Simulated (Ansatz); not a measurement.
# W: the cost of one run

Method: DFT PBEsol, scalar-relativistic, plane waves, PAW, in Ansatz 0.2.0.

## (1) The structure to begin with

Symmetry: I4_1/amd, No. 141, tetragonal system. The conventional cell has a = 4.931 Å, b = 4.931 Å, c = 2.690 Å, α = 90.00°, β = 90.00°, γ = 90.00°. Around W (site symmetry -4m2) lie 6 W at 2.56 to 2.69 Å.

Structure file:

```cif
data_structure
_symmetry_space_group_name_H-M 'P 1'
_symmetry_Int_Tables_number 1
_cell_length_a 3.7374
_cell_length_b 3.7374
_cell_length_c 3.7374
_cell_angle_alpha 97.442
_cell_angle_beta 97.442
_cell_angle_gamma 137.813
_cell_volume 32.71
loop_
_atom_site_label
_atom_site_type_symbol
_atom_site_fract_x
_atom_site_fract_y
_atom_site_fract_z
_atom_site_occupancy
W1 W 0.00000 0.00000 0.00000 1
W2 W 0.75000 0.25000 0.50000 1
```

This is candidate A: beta-tin type (I4_1/amd, No. 141).

(A quick probe on a coarse mesh, which set the mesh and smearing, is not shown.)

## (3) Rough relaxation on the coarse mesh (candidate A)

File input.yaml:

```yaml
crystal:
  lattice:
    - [-2.4656804795, 2.4656804795, 1.3450742167]
    - [2.4656804795, -2.4656804795, 1.3450742167]
    - [2.4656804795, 2.4656804795, -1.3450742167]
  atoms:
    - { symbol: W, position: [0.0, 0.0, 0.0] }
    - { symbol: W, position: [0.75, 0.25, 0.5] }
basis:
  ecutwfc: 420
kpoints:
  mp_grid: { grid: [8, 8, 8] }
hamiltonian:
  xc: pbesol
scf:
  occupations: { method: gaussian, width: 0.1 }
  lower_state_search: "off"
output:
  forces: true
  stress: true
  eigenvalues: true
relax:
  adjacent_minimum: "off"
  f_tol: 0.04
  max_steps: 70
  cell: { stress_tol: 0.4 }
```

What time and memory should one allow on 1 thread of an Arm CPU, shared host?

About 11 s, with a peak of 0.32 GiB.
